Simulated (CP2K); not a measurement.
The system is HfB.

```xyz
2
Lattice="3.2668 0.0000 0.0000 1.6334 2.8292 0.0000 1.6334 0.9431 2.6674" Properties=species:S:1:pos:R:3 pbc="T T T"
Hf    3.2668    1.8861    1.3337
B     0.0000    0.0000    0.0000
```

Base run:

```yaml
Program: CP2K 2026.2
Functional: PBE
Potentials_or_basis: POTENTIAL_UZH Hf GTH-PBE-q12, B GTH-PBE-q3; TZVP-MOLOPT-PBE-GTH basis
Density_cutoff: 6123 eV
k_mesh: 10 × 10 × 10
Occupations: fermi-dirac, width 0.05 eV
Spin: no spin polarisation
```

Its results: band gap on the k mesh none (metal or under the smearing width); pressure 29.3 GPa.

Task: The run is repeated on the same cell with these changes: functional from PBE to PBEsol; occupations from fermi-dirac, width 0.05 eV to fermi-dirac, width 0.0259 eV. What comes out?

Result: Band gap on the k mesh none (metal or under the smearing width); pressure 24.7 GPa.

Caveats: the basis of atomic orbitals isn't converged, which shifts pressures, moduli and gaps; a pressure of tens of GPa on the cell as given is suspect, and the run, the potentials or the cell itself is likely at fault (some runs); so large a pressure means that the cell lies far from this level's equilibrium, or that cutoff or potentials fall short (some runs); the potentials were made for another functional, which shifts forces and pressure (some runs).

Not every run made on this cell is shown here.
